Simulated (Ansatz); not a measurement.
**C₄H₂Cl₂Ti: one species, many methods**

The task here is to estimate one member of a computed series from the others.

Computed with Ansatz 0.2.0, Gaussian basis. Level: functionals in def2-TZVPP, the program's frozen cores in correlated methods.

The runs, in order: LDA (SPW92), PBE-D4, revPBE-D4, BLYP-D4, r2SCAN-D4, B97M-V, PBE0-D4, B3LYP-D4, r2SCANh-D4, r2SCAN0-D4, HSE06-D4, BHLYP-D4, CAM-B3LYP-D4, LC-ωPBE, ωB97X-V, ωB97M-V, B2PLYP, PBE-QIDH; CCSD(T)/def2-SVP; MP2/def2-TZVPP; MP2/def2-QZVPP; RPA on PBE.

**Structure used throughout**

The geometry comes from an earlier relaxation with PBE0-D4 in a triple-zeta def2 set; it is a stationary point, not always the lowest conformer.

SMILES `C#[C][Ti]([Cl])([Cl])[C]#C`, 9 atoms, charge 0, spin multiplicity 1.

Atoms are counted from 1 here; the program's logs count them from 0.

Bond lengths: C1–C2 1.216 Å, C1–H8 1.067 Å, C2–Ti3 1.997 Å, Ti3–Cl4 2.167 Å, Ti3–Cl5 2.167 Å, Ti3–C6 1.997 Å, C6–C7 1.216 Å, C7–H9 1.067 Å. Angles: C2–C1–H8 179.8°, C1–C2–Ti3 179.6°, C2–Ti3–Cl4 109.2°, C2–Ti3–Cl5 109.1°, C2–Ti3–C6 106.6°, Cl4–Ti3–Cl5 113.4°, Cl4–Ti3–C6 109.2°, Cl5–Ti3–C6 109.2°, Ti3–C6–C7 179.4°, C6–C7–H9 179.8°.

The first run:

in.yaml

```yaml
crystal:
  periodic: [false, false, false]
  atoms:
    - {symbol: C, position_ang: [0.468434, -2.395744, 1.236529]}
    - {symbol: C, position_ang: [0.347624, -1.531062, 0.390525]}
    - {symbol: Ti, position_ang: [0.151832, -0.100806, -0.988744]}
    - {symbol: Cl, position_ang: [-1.419529, -0.657446, -2.372931]}
    - {symbol: Cl, position_ang: [2.066616, 0.227547, -1.948294]}
    - {symbol: C, position_ang: [-0.387288, 1.558124, -0.017317]}
    - {symbol: C, position_ang: [-0.713224, 2.562691, 0.584851]}
    - {symbol: H, position_ang: [0.573340, -3.152688, 1.981754]}
    - {symbol: H, position_ang: [-0.999304, 3.442986, 1.116424]}
basis:
  gaussian: {orbitals: def2-TZVPP}
hamiltonian: {xc: lda}
output: {orbitals: {seedname: orbitals}}
```

Command:

```
ansatz run in.yaml --threads 4 --pin off --events-out ev --progress --plain --max-ram 11315MiB
```

Among the steps run: LDA; PBE-D4 (GGA); revPBE-D4 (GGA); BLYP-D4 (GGA); r2SCAN-D4 (meta-GGA); B97M-V (meta-GGA); PBE0-D4 (hybrid); B3LYP-D4 (hybrid); r2SCANh-D4 (hybrid); r2SCAN0-D4 (hybrid); HSE06-D4 (hybrid); BHLYP-D4 (hybrid); CAM-B3LYP-D4 (range-separated); LC-ωPBE (range-separated); ωB97X-V (range-separated); ωB97M-V (range-separated); B2PLYP (double hybrid); PBE-QIDH (double hybrid).

One table of the session follows, with a row left open; its other results are not shown here.

It belongs to the step «Frontier levels by functional». 

```
  functional  HOMO (eV)  LUMO (eV)  gap (eV)
 LDA (SPW92)      -7.53      -4.63      2.91
      PBE-D4      -7.33      -4.39      2.94
   revPBE-D4      -7.26      -4.31      2.95
     BLYP-D4      -7.14      -4.24      2.90
   r2SCAN-D4      -7.58      -4.36      3.22
      B97M-V      -7.54      -4.31      3.22
     PBE0-D4      -8.48      -3.60      4.88
    B3LYP-D4      -8.23      -3.80      4.43
  r2SCANh-D4      -8.00      -4.05      3.95
  r2SCAN0-D4          ?          ?         ?
    HSE06-D4      -8.09      -3.97      4.12
    BHLYP-D4      -9.47      -2.58      6.89
CAM-B3LYP-D4      -9.78      -2.59      7.19
     LC-ωPBE     -11.22      -1.61      9.61
     ωB97X-V     -10.78      -1.58      9.20
     ωB97M-V     -10.65      -1.56      9.09
```

Estimate the missing values for r2SCAN0-D4.

Worked estimate for «HOMO (eV)». Against the share of exact exchange, r2SCAN-D4 (0, -7.58), r2SCANh-D4 (0.1, -8.00) give a slope of -4.20 per unit share; at 0.25 the line stands at -8.63.

**Answer.** HOMO (eV): -8.65; LUMO (eV): -3.57; gap (eV): 5.09. In «HOMO (eV)» the line misses by +0.02.
